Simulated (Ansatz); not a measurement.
TaWC2:

```
W Ta C
1.0
     1.57186    0.90751    5.10162
    -1.57186    0.90751    5.10162
     0.00000   -1.81502    5.10162
W Ta C
1 1 2
Direct
  0.00000 0.00000 0.00000
  0.50000 0.50000 0.50000
  0.25093 0.25093 0.25093
  0.74907 0.74907 0.74907
```

The cell comes from a database or a generator and needn't be the stable form of this composition.

Base run:

```yaml
Program: Ansatz 0.2.0
Functional: PBEsol
Potentials_or_basis: all-electron LAPW, scalar-relativistic
Cutoff: 303 eV (chosen from the basis error)
Basis_error_allowed: 0.002 eV/atom
k_mesh: 10 × 10 × 10
Occupations: fermi-dirac, width 0.05 eV
Spin: no spin polarisation
Hubbard_terms: Ta d U = 6 eV, W d U = 6 eV
```

Its results: band gap on the k mesh none (metal or under the smearing width); pressure -7.2 GPa; largest force 0.272 eV/Å.

**Question.** The run is repeated on the same cell with these changes: hubbard terms from Ta d U = 6 eV, W d U = 6 eV to Ta d U = 2 eV, W d U = 2 eV. What comes out?

**Answer.** Band gap on the k mesh none (metal or under the smearing width); pressure -9.9 GPa; largest force 0.008 eV/Å.

Caveats: U is the effective U less J, on atomic orbitals that reach past the spheres; U without spin polarisation on a metal has little footing; the U is typed as a test and isn't derived for this compound; the density of states is complete only up to the lowest level of the last band computed.
